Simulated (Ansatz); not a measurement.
# C2H3BO: the cost of one run

Method: RKS r2SCAN-D4/def2-SVP, in Ansatz 0.2.0.

### Step 1. Starting point

Bond lengths: B1–O2 1.330 Å, O2–C3 1.292 Å, C3–C4 1.198 Å, B1–H5 1.178 Å, B1–H6 1.172 Å, C4–H7 1.046 Å. Angles: B1–O2–C3 128.6°, O2–B1–H5 122.5°, O2–B1–H6 114.8°, H5–B1–H6 122.7°, O2–C3–C4 176.6°, C3–C4–H7 178.9°.

Structure file:

```xyz
7

B    -0.7702    1.2701    0.1909
O     0.2281    0.4836    0.5822
C     0.5982   -0.6526    0.0907
C     0.9805   -1.7160   -0.3062
H    -1.4741    0.9963   -0.7136
H    -0.8932    2.2547    0.8143
H     1.3307   -2.6361   -0.6584
```

### Step 2. End point A

Contents of input.yaml:

```yaml
crystal:
  periodic: [false, false, false]
  atoms:
    - { symbol: B, position_ang: [-0.77025, 1.27012, 0.19093] }
    - { symbol: O, position_ang: [0.22812, 0.48364, 0.58221] }
    - { symbol: C, position_ang: [0.59825, -0.65261, 0.09075] }
    - { symbol: C, position_ang: [0.9805, -1.71596, -0.30616] }
    - { symbol: H, position_ang: [-1.47412, 0.9963, -0.71358] }
    - { symbol: H, position_ang: [-0.8932, 2.25466, 0.81426] }
    - { symbol: H, position_ang: [1.33069, -2.63613, -0.65841] }
basis:
  gaussian: { orbitals: def2-SVP }
hamiltonian:
  xc: r2scan
  dispersion: d4
relax:
  f_tol: 0.02
  max_steps: 50
```

The run is started by

```
$ ansatz run input.yaml --threads 2 --pin off --max-ram 3072MiB --backend cpu --events-out ev --progress --plain --runs-dir out
```

What time and memory should one allow on 2 threads of AMD EPYC 9R45 (Zen 5), shared host?

About 5 s, with a peak of 0.16 GiB.
